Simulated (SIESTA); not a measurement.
# BiTe under changes of volume

One of the cells (33.725 Å³/atom); the others are scaled copies at fixed shape and fractional positions:

```xyz
2
Lattice="2.4227 1.3988 3.3173 -2.4227 1.3988 3.3173 0.0000 -2.7975 3.3173" Properties=species:S:1:pos:R:3 pbc="T T T"
Bi    0.0000    0.0000    4.9759
Te    0.0000    0.0000    0.0000
```

The cell comes from a database or a generator and needn't be the stable form of this composition.

* Program: SIESTA 5.4.2
* Functional: PBEsol
* Potentials or basis: PseudoDojo 0.4 standard (PBEsol files)
* Basis: DZP (energy shift 0.003 Ry; two zetas on semicore shells)
* Grid cutoff: 500 Ry
* Energy shift: 0.003 Ry
* k mesh: 7 × 7 × 7
* Occupations: fermi-dirac, width 0.05 eV
* Spin: no spin polarisation

```tsv
volume (Å³/atom)	energy over the lowest point (meV/atom)	pressure (GPa)
31.701	?	?
32.376	0.25	0.6
33.050	0.00	-0.5
33.725	4.11	-1.5
34.399	12.09	-2.3
35.074	23.74	-3.2
35.748	38.53	-3.8
```

Task: What does the run at 31.701 Å³/atom give?

Result: Energy over the lowest point 5.49 meV/atom; pressure 1.9 GPa.

Worked out: A Birch-Murnaghan fit of order 3 (a polynomial in V^(-2/3)) to the other rows has its minimum at 32.75 Å³/atom with B0 = V·E''(V) = 52 GPa and B' = 3.8 at fixed shape and positions, which overstates the stiffness. It gives 5.30 meV/atom at 31.701 Å³/atom, against the run's 5.49, and -dE/dV = 1.8 GPa, against 1.9.

Energies are extrapolated to zero smearing.

Caveats: the basis of atomic orbitals isn't converged, which shifts pressures, moduli and gaps.
